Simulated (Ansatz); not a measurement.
# Si2BH7Se: one species, many methods

Aim: compute Si2BH7Se with functionals from several rungs and with coupled cluster, and see how far each lands from CCSD(T) at the basis-set limit for the atomisation energy.

Program: Ansatz 0.2.0, Gaussian basis. Level of theory: functionals in def2-TZVPP, the program's frozen cores in correlated methods. These are calculated values, not measurements.

Levels to be run: PBE-D4, r2SCAN-D4, PBE0-D4, B3LYP-D4, ωB97X-V, ωB97M-V, B2PLYP; CCSD(T)/def2-TZVPP; MP2/def2-QZVPP; extrapolation to the limit.

### Step 1. The relaxed structure

All runs share one geometry, relaxed beforehand with PBE0-D4 in a triple-zeta def2 set.

11 atoms, charge 0, spin multiplicity 1.

Atoms are counted from 1 here; the program's logs count them from 0.

Bond lengths: B1–Si2 1.954 Å, B1–Se3 2.244 Å, B1–H5 1.195 Å, B1–H6 1.196 Å, Si2–Se3 2.373 Å, Si2–H7 1.484 Å, Si2–H8 1.485 Å, Se3–Si4 2.294 Å, Si4–H9 1.483 Å, Si4–H10 1.481 Å, Si4–H11 1.482 Å. Angles: Si2–B1–Se3 68.4°, Si2–B1–H5 117.1°, Si2–B1–H6 119.8°, Se3–B1–H5 105.5°, Se3–B1–H6 108.2°, H5–B1–H6 121.1°, B1–Si2–Se3 61.6°, B1–Si2–H7 123.7°, B1–Si2–H8 126.3°, Se3–Si2–H7 106.0°, Se3–Si2–H8 108.2°, H7–Si2–H8 109.9°, B1–Se3–Si2 50.0°, B1–Se3–Si4 94.5°, Si2–Se3–Si4 95.6°, Se3–Si4–H9 108.8°, Se3–Si4–H10 108.9°, Se3–Si4–H11 107.4° and more.

### Step 2. PBE-D4 (GGA)

Contents of in.yaml:

```yaml
crystal:
  periodic: [false, false, false]
  atoms:
    - {symbol: B, position_ang: [-0.860492, 1.420173, -0.039391]}
    - {symbol: Si, position_ang: [0.737593, 1.086148, -1.113890]}
    - {symbol: Se, position_ang: [0.746585, 0.417355, 1.163036]}
    - {symbol: Si, position_ang: [-0.038017, -1.703379, 0.776677]}
    - {symbol: H, position_ang: [-0.979463, 2.511159, 0.434057]}
    - {symbol: H, position_ang: [-1.792254, 0.674357, -0.112417]}
    - {symbol: H, position_ang: [1.850221, 2.057152, -1.260426]}
    - {symbol: H, position_ang: [1.000556, -0.112158, -1.949749]}
    - {symbol: H, position_ang: [1.086460, -2.660833, 0.915639]}
    - {symbol: H, position_ang: [-0.609057, -1.762912, -0.588565]}
    - {symbol: H, position_ang: [-1.076732, -1.984161, 1.795628]}
basis:
  gaussian: {orbitals: def2-TZVPP}
hamiltonian: {xc: pbe, dispersion: d4}
output: {forces: true, orbitals: {seedname: orbitals}}
```

Command:

```sh
ansatz run in.yaml --threads 4 --pin off --events-out ev --progress --plain --max-ram 10444MiB
```

Further steps of the session: r2SCAN-D4 (meta-GGA); PBE0-D4 (hybrid); B3LYP-D4 (hybrid); ωB97X-V (range-separated); ωB97M-V (range-separated); B2PLYP (double hybrid); CCSD(T) in def2-TZVPP; MP2 in def2-QZVPP.

Q: Predict the results of all the runs planned. Wanted: atomisation energy, CCSD(T)/CBS; farthest; mean size of error, hybrid; mean size of error, range-separated; gap, smallest and largest; T1 diagnostic; triples share of the correlation energy.

The runs gave:

| quantity | value |
| --- | --- |
| atomisation energy, CCSD(T)/CBS | 3295.8 kJ/mol |
| functionals within 33.0 kJ/mol (1.0 %) | PBE-D4, r2SCAN-D4, PBE0-D4, B3LYP-D4, ωB97X-V, ωB97M-V |
| farthest | B2PLYP (-59.3 kJ/mol) |
| mean size of error, hybrid | 13.4 kJ/mol |
| mean size of error, range-separated | 11.4 kJ/mol |
| gap, smallest and largest | 4.44 eV (PBE-D4), 10.43 eV (ωB97X-V) |
| T1 diagnostic | 0.0115 |
| triples share of the correlation energy | 3.9 % |

PBE-D4 misses by -5.5 kJ/mol. Double hybrids carry the basis error of their MP2 part in triple zeta, and no dispersion term here, so their miss is partly the set-up's. Misses under about 33.0 kJ/mol are within the doubt on the reference itself, which lacks core-valence correlation, relativity and higher excitations, and its outer-core shells are covered unevenly. All levels share the lack of spin-orbit coupling, which lowers the free heavy atoms and so the true binding. Hartree-Fock recovers 75 % of the binding; the rest is correlation. The gap grows from 4.4 to 10.4 eV across the functionals, mostly with the share of exact exchange. Correlated methods include outer-core shells of Se, which these sets cover unevenly.
